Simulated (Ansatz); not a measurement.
**PBr₃: one species, many methods**

An exercise on one series of results from a longer session: the logs are not shown, and one member is left open.

Method: functionals in def2-TZVPP, the program's frozen cores in correlated methods; program: Ansatz 0.2.0, Gaussian basis.

Plan: LDA (SPW92), PBE-D4, revPBE-D4, BLYP-D4, r2SCAN-D4, B97M-V, PBE0-D4, B3LYP-D4, r2SCANh-D4, r2SCAN0-D4, HSE06-D4, BHLYP-D4, CAM-B3LYP-D4, LC-ωPBE, ωB97X-V, ωB97M-V, B2PLYP, PBE-QIDH; CCSD(T)/def2-SVP; CCSD(T)/def2-TZVPP; MP2/def2-QZVPP; extrapolation to the limit; RPA on PBE.

## Structure used throughout

An earlier PBE0-D4 in a triple-zeta def2 set relaxation fixed the geometry.

SMILES `BrP(Br)Br`, 4 atoms, charge 0, spin multiplicity 1.

Atoms are counted from 1 here; the program's logs count them from 0.

Bond lengths: Br1–P2 2.223 Å, P2–Br3 2.223 Å, P2–Br4 2.223 Å. Angles: Br1–P2–Br3 101.3°, Br1–P2–Br4 101.3°, Br3–P2–Br4 101.3°.

The first run:

in.yaml

```yaml
crystal:
  periodic: [false, false, false]
  atoms:
    - {symbol: Br, position_ang: [-0.186979, 0.461112, 1.938031]}
    - {symbol: P, position_ang: [-0.627932, -0.405188, -0.060876]}
    - {symbol: Br, position_ang: [1.282030, -1.446706, -0.516636]}
    - {symbol: Br, position_ang: [-0.467120, 1.390784, -1.360510]}
basis:
  gaussian: {orbitals: def2-TZVPP}
hamiltonian: {xc: lda}
output: {orbitals: {seedname: orbitals}}
```

On the command line:

```sh
$ ansatz run in.yaml --threads 4 --pin off --events-out ev --progress --plain --max-ram 10444MiB
```

Among the steps run: LDA; PBE-D4 (GGA); revPBE-D4 (GGA); BLYP-D4 (GGA); r2SCAN-D4 (meta-GGA); B97M-V (meta-GGA); B3LYP-D4 (hybrid); r2SCANh-D4 (hybrid); r2SCAN0-D4 (hybrid); HSE06-D4 (hybrid); BHLYP-D4 (hybrid); CAM-B3LYP-D4 (range-separated); LC-ωPBE (range-separated); ωB97X-V (range-separated); ωB97M-V (range-separated); B2PLYP (double hybrid); PBE-QIDH (double hybrid).

One table of the session follows, with a row left open; its other results are not shown here.

It belongs to the step «Frontier levels by functional». 

```
  functional  HOMO (eV)  LUMO (eV)  gap (eV)
 LDA (SPW92)      -6.94      -3.15      3.79
      PBE-D4      -6.77      -2.89      3.88
   revPBE-D4      -6.72      -2.80      3.92
     BLYP-D4      -6.62      -2.77      3.84
   r2SCAN-D4      -7.04      -2.76      4.28
      B97M-V      -7.08      -2.61      4.47
     PBE0-D4      -7.87      -2.07      5.80
    B3LYP-D4      -7.66      -2.29      5.37
  r2SCANh-D4      -7.44      -2.46      4.99
  r2SCAN0-D4      -8.05      -2.00      6.05
    HSE06-D4      -7.49      -2.45      5.04
    BHLYP-D4      -8.84      -1.12      7.72
CAM-B3LYP-D4      -9.08      -1.03      8.06
     LC-ωPBE          ?          ?         ?
     ωB97X-V     -10.02       0.03     10.05
     ωB97M-V      -9.88      -0.09      9.80
```

**Question.** Estimate the row for LC-ωPBE.

The run gave: HOMO (eV): -10.33; LUMO (eV): 0.12; gap (eV): 10.45. In the column «HOMO (eV)» it is the lowest.
